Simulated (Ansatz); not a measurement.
# Ce2MnN3: the cost of one run

Method: DFT LDA+U (U = 5 eV, J = 0.7 eV on Ce f, Mn d), plane waves, PAW, no spin–orbit coupling unless a run says so, in Ansatz 0.2.0.

2 further runs of the same task are left out: 2 that didn't finish.

**1. The structure to begin with**

The structure is orthorhombic, space group Immm (No. 71). Conventional cell: a = 3.445 Å, b = 3.750 Å, c = 12.460 Å, α = 90.00°, β = 90.00°, γ = 90.00°. Around Ce (site symmetry mm2) lie 7 N at 2.36 to 2.55 Å. Around Mn (site symmetry mmm) lie 4 N at 1.87 to 2.04 Å. N (site symmetry mmm) has 2 Mn at 1.87 Å and 4 Ce at 2.51 Å as nearest neighbours. N (site symmetry mm2) is surrounded by 1 Mn at 2.04 Å and 5 Ce at 2.36 to 2.55 Å.

As a file:

```cif
data_structure
_symmetry_space_group_name_H-M 'Immm'
_symmetry_Int_Tables_number 71
_cell_length_a 3.4445
_cell_length_b 3.7499
_cell_length_c 12.4601
_cell_angle_alpha 90.000
_cell_angle_beta 90.000
_cell_angle_gamma 90.000
_cell_volume 160.94
loop_
_atom_site_label
_atom_site_type_symbol
_atom_site_symmetry_multiplicity
_atom_site_Wyckoff_symbol
_atom_site_fract_x
_atom_site_fract_y
_atom_site_fract_z
_atom_site_occupancy
Ce1 Ce 4 i 0.50000 0.50000 0.85332 1
Mn1 Mn 2 a 0.00000 0.00000 0.00000 1
N1 N 2 d 0.00000 0.50000 0.00000 1
N2 N 4 i 0.50000 0.50000 0.66380 1
```

An earlier series on this cell reached its lowest free state from «ferromagnetic start, free, natural orbitals of the symmetric run filled by rank», perhaps among other starts.

**2. No spin polarisation**

The input, input.yaml:

```yaml
crystal:
  lattice:
    - [-1.72225007, 1.87497008, 6.23005027]
    - [1.72225007, -1.87497008, 6.23005027]
    - [1.72225007, 1.87497008, -6.23005027]
  atoms:
    - { symbol: Ce, position: [0.35332, 0.35332, 0.0] }
    - { symbol: Ce, position: [0.64668, 0.64668, 0.0] }
    - { symbol: Mn, position: [0.0, 0.0, 0.0] }
    - { symbol: "N", position: [0.5, 0.0, 0.5] }
    - { symbol: "N", position: [0.1638, 0.1638, 0.0] }
    - { symbol: "N", position: [0.8362, 0.8362, 0.0] }
basis:
  ecutwfc: 420
  ecutrho_ratio: 4
kpoints:
  mp_grid: { grid: [7, 7, 7] }
hamiltonian:
  xc: lda
  hubbard:
    sites:
      - { site: 0, l: f, u: 5.0, j: 0.7 }
      - { site: 1, l: f, u: 5.0, j: 0.7 }
      - { site: 2, l: d, u: 5.0, j: 0.7 }
scf:
  occupations: { method: gaussian, width: 0.05 }
  lower_state_search: "off"
  max_iter: 150
output:
  forces: true
  stress: true
  eigenvalues: true
  populations: true
  hubbard: { sites: [{ site: 0, l: f }, { site: 1, l: f }, { site: 2, l: d }] }
```

The run is started by

```console
$ ansatz run input.yaml --threads 4 --pin off --max-ram 6144MiB --backend cpu --events-out ev --progress --plain --runs-dir out
```

Q: Estimate wall time and peak memory on 4 threads of Arm Neoverse V1, shared host.

About 14 s, with a peak of 0.71 GiB.
